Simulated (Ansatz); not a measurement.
# H3PTe: the cost of one run

Computed with the Python package of Ansatz 0.2.0. Level of theory: BLYP/def2-SVP.

**1. The structure**

Bond lengths: P1–Te2 2.464 Å, P1–H3 1.373 Å, P1–H4 1.455 Å, Te2–H5 1.741 Å. Angles: P1–Te2–H5 91.5°, Te2–P1–H3 97.4°, Te2–P1–H4 92.0°, H3–P1–H4 96.3°.

No structure file is read: the coordinates are typed or built in the script.

**2. The script**

h3pte.py

```python
# -*- coding: utf-8 -*-
"""A short Born-Oppenheimer trajectory of H3PTe."""

import ansatz as az
import numpy as np

BASIS_SET = "def2-SVP"
FUNCTIONAL = "blyp"
N_STEPS = 40
TEMPERATURE_K = 200

molecule = (
    az.Crystal.molecule()
    .atom("P", (-0.8405, -0.482, 0.3181))
    .atom("Te", (1.2169, 0.8686, 0.4427))
    .atom("H", (-0.3452, -1.6126, 0.9191))
    .atom("H", (-0.5524, -0.8883, -1.0494))
    .atom("H", (0.5711, 2.0406, -0.6718))
)

base = (
    molecule.calculation()
    .basis(gaussian=BASIS_SET)
    .functional(FUNCTIONAL)
    .md("nve", timestep=0.25, steps=N_STEPS, temperature=TEMPERATURE_K, initial_velocities="maxwell_boltzmann", seed=52)
)
frames = []
result = base.session().plan().execute(on_event=lambda e: frames.append(e["data"]) if e["event"] == "md_step" else None)
print("t (fs)   E_pot (eV)      E_kin (eV)   T (K)   d(0-1) (A)")
for f in frames[::1]:
    xyz = np.array(f["positions_ang"])
    print(f"{f['time_fs']:6.2f} {f['lagrangian_ev']:14.5f} {f['e_kin_ev']:10.5f} {f['temperature_k']:8.1f} {np.linalg.norm(xyz[0] - xyz[1]):9.4f}")
kept = np.array([f["conserved_ev"] for f in frames])
print(f"conserved energy moves by at most {1000 * np.ptp(kept):.3f} meV")
```

**3. The calls as engine input**

The package turns the script's settings into the engine's input:

```yaml
crystal:
  periodic: [false, false, false]
  atoms:
    - { symbol: P, position_ang: [-0.8405, -0.482, 0.3181] }
    - { symbol: Te, position_ang: [1.2169, 0.8686, 0.4427] }
    - { symbol: H, position_ang: [-0.3452, -1.6126, 0.9191] }
    - { symbol: H, position_ang: [-0.5524, -0.8883, -1.0494] }
    - { symbol: H, position_ang: [0.5711, 2.0406, -0.6718] }
basis:
  gaussian:
    orbitals: def2-SVP
hamiltonian:
  xc: blyp
md:
  timestep: 0.25
  n_steps: 40
  ensemble: nve
  temperature: 200.0
  initial_velocities: maxwell_boltzmann
  seed: 52
```

**4. Running it**

Launch:

```console
python h3pte.py
```

**Question.** How long does this script take on 1 thread of Intel Xeon 6975P-C (Granite Rapids), shared host, and how much memory does it need?

About 32 s, with a peak of 0.17 GiB.
